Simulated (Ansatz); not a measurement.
# GeH3S: the cost of one run

Computed with Ansatz 0.2.0, driven from Python. The levels of theory stand in the script.

### Step 1. The structure

Bond lengths: S1–Ge2 2.235 Å, Ge2–H3 1.568 Å, Ge2–H4 1.594 Å, Ge2–H5 1.553 Å. Angles: S1–Ge2–H3 111.6°, S1–Ge2–H4 106.5°, S1–Ge2–H5 109.2°, H3–Ge2–H4 110.2°, H3–Ge2–H5 109.1°, H4–Ge2–H5 110.3°.

No structure file is read: the coordinates are typed or built in the script.

### Step 2. The code

The input, run_x2c.py:

```python
# -*- coding: utf-8 -*-
"""Scalar relativity in GeH3S."""

from dataclasses import dataclass
import logging
import sys
import warnings

import ansatz as az
import numpy as np

logging.basicConfig(stream=sys.stdout, format="%(levelname)s %(message)s")
logger = logging.getLogger("run")
logger.setLevel(logging.INFO)


@dataclass
class Options:
    functional: str = "pbe0"
    vdw: str = "d4"


settings = Options()

warnings.simplefilter("ignore", az.DeckWarning)

geometry_ang = [
    ("S", [1.4079, -0.3525, 1.5165]),
    ("Ge", [-0.0957, 0.0095, -0.0973]),
    ("H", [-1.0492, 1.2018, 0.2601]),
    ("H", [0.7304, 0.3426, -1.4195]),
    ("H", [-0.9436, -1.2751, -0.3012]),
]
mol = az.Crystal.molecule()
for symbol, xyz in geometry_ang:
    mol = mol.atom(symbol, xyz)

calculation = (
    mol.calculation()
    .functional(settings.functional, dispersion=settings.vdw)
    .spin("collinear", total=1)
    .forces()
)
# a set contracted for a scalar-relativistic Hamiltonian goes with the relativistic run
sets = {"none": "cc-pVTZ", "scalar": "cc-pVTZ-DK"}
found = {kind: calculation.basis(gaussian=basis).pseudopotentials(relativity=kind).run(threads=1, backend="cpu").report for kind, basis in sets.items()}
for kind, each in found.items():
    dipole = 4.803205 * np.linalg.norm(each["charge_distribution"]["dipole_moment_e_ang"])
    logger.info(f"{kind:7s} E = {each['free_energy_ev']:.4f} eV  dipole {dipole:.3f} D  largest force component {np.abs(each['forces_ev_ang']).max():.4f} eV/A")
logger.info(f"relativity lowers the total energy by {found['none']['free_energy_ev'] - found['scalar']['free_energy_ev']:.3f} eV")
```

### Step 3. What the engine is handed

The package turns the script's settings into the engine's input (first run):

```yaml
crystal:
  periodic: [false, false, false]
  atoms:
    - { symbol: S, position_ang: [1.4079, -0.3525, 1.5165] }
    - { symbol: Ge, position_ang: [-0.0957, 0.0095, -0.0973] }
    - { symbol: H, position_ang: [-1.0492, 1.2018, 0.2601] }
    - { symbol: H, position_ang: [0.7304, 0.3426, -1.4195] }
    - { symbol: H, position_ang: [-0.9436, -1.2751, -0.3012] }
basis:
  gaussian:
    orbitals: cc-pVTZ
hamiltonian:
  xc: pbe0
  dispersion: d4
  pseudopotentials:
    relativity: none
magnetization:
  spin_polarized: true
  initial_magnetization: 1.0
output:
  forces: true
```

### Step 4. Launch

The run is started by

```console
python run_x2c.py
```

**Question.** How long does this script take on 1 thread of Arm Neoverse V1, shared host, and how much memory does it need?

About 38 s, with a peak of 0.51 GiB.
